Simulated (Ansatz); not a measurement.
I need a ranking of structure types by relaxed energy of Cd on several prototypes. Use Ansatz's Python interface. Settings (first run): PBEsol, PAW, cutoff 470 eV, 15×15×15 k-points, Fermi-Dirac smearing of 0.05 eV.

`cd.py`
```python
"""Relaxed energies of Cd in several structure types."""

from dataclasses import dataclass
import warnings

import ansatz
import numpy as np
import spglib


@dataclass
class RunConfig:
    cutoff_ev: int = 470
    kspacing: float = 0.15
    filling: str = "fermi_dirac"
    width_ev: float = 0.05


cfg = RunConfig()


def sc(A, a):
    return (
        ansatz.Lattice.cubic(a)
        .space_group(221)
        .atom(A, (0, 0, 0))
    )


def bcc(a_site, a):
    return (
        ansatz.Lattice.bcc(a)
        .space_group(229)
        .atom(a_site, (0, 0, 0))
        .primitive()
    )


def fcc(a_site, a):
    return (
        ansatz.Lattice.fcc(a)
        .space_group(225)
        .atom(a_site, (0, 0, 0))
        .primitive()
    )


def hcp(a_site, a):
    return (
        ansatz.Lattice.from_parameters(a, a, 1.633 * a, alpha=90, beta=90, gamma=120)
        .space_group(194)
        .atom(a_site, (1 / 3, 2 / 3, 0.25))
    )


def compute(name, crystal):
    calc = (
        crystal.calculation()
        .functional(ansatz.Functional.PBESOL)
        .basis(cfg.cutoff_ev)
        .kpoints(spacing=cfg.kspacing)
        .occupations(cfg.filling, width=cfg.width_ev)
        .stress()
        .band_table()
    )
    calc = calc.relax(force_tolerance=0.02, cell=True)
    return calc.run(threads=1)


def volume_per_atom(outcome):
    return abs(np.linalg.det(outcome.lattice.cell_ang)) / len(outcome.lattice.sites)


def pressure_gpa(outcome):
    return float(np.trace(outcome.report["stress_gpa"]) / 3)


def space_group(outcome):
    sites = outcome.report["lattice"]["sites"]
    kinds = sorted({site["symbol"] for site in sites})
    cell = (outcome.lattice.cell_ang, [site["position_frac"] for site in sites], [kinds.index(site["symbol"]) for site in sites])
    return spglib.get_spacegroup(cell, symprec=0.01)


def main() -> None:
    # starting lattice constants are rough guesses; the relaxation finds the rest
    warnings.simplefilter("ignore")

    phases = {}
    phases["sc"] = sc("Cd", 2.87)
    phases["bcc"] = bcc("Cd", 3.51)
    phases["fcc"] = fcc("Cd", 4.42)
    phases["hcp"] = hcp("Cd", 3.13)

    done = {}
    for name, crystal in phases.items():
        done[name] = compute(name, crystal)
        print(f"{name}: {done[name].report['energy_sigma0_ev']:.4f} eV, {len(done[name].lattice.sites)} atoms")

    energy = {name: o.report["energy_sigma0_ev"] / len(o.lattice.sites) for name, o in done.items()}
    lowest = min(energy.values())
    rows = [(name, len(o.lattice.sites), 1000 * (energy[name] - lowest), volume_per_atom(o), pressure_gpa(o), space_group(o)) for name, o in done.items()]
    rows.sort(key=lambda row: row[2])
    print("     phase       atoms  dE (meV/atom)  V (A^3/atom)     P (GPa)  space group")
    for row in rows:
        print(f"{str(row[0]):>10}  {row[1]:10d}  {row[2]:13.1f}  {row[3]:12.3f}  {row[4]:10.2f}  {str(row[5]):>11}")
    print("lowest in energy:", rows[0][0])


if __name__ == "__main__":
    main()
```

```console
$ python cd.py
sc: -8183.8743 eV, 1 atoms
bcc: -8183.9867 eV, 1 atoms
fcc: -8184.0491 eV, 1 atoms
hcp: -16368.1297 eV, 2 atoms
     phase       atoms  dE (meV/atom)  V (A^3/atom)     P (GPa)  space group
       hcp           2            0.0        20.824       -0.01  P6_3/mmc (194)
       fcc           1           15.7        20.957       -0.02  Fm-3m (225)
       bcc           1           78.1        21.311        0.02  Im-3m (229)
        sc           1          190.5        24.575       -0.01  Pm-3m (221)
lowest in energy: hcp
```

By space group at the end of each run: P6_3/mmc (+0 meV an atom, 20.8 Å³), Fm-3m (+16 meV an atom, 21.0 Å³), Im-3m (+78 meV an atom, 21.3 Å³) and Pm-3m (+191 meV an atom, 24.6 Å³).

Caveats:
- Absolute energies stand on the zero of these potentials, so only differences at equal settings mean something.
- Pressure is positive in compression.
- The cells are built on prototypes, so most aren't the phase found in nature. Rows bear the name of their start, and a relaxation keeps or raises the symmetry. Differences under 10 to 15 meV an atom lie within the error of mesh and functional.
- Wall time of the script: 82 s on 1 thread of Arm Neoverse V1, on a shared host, peak memory 0.56 GiB.
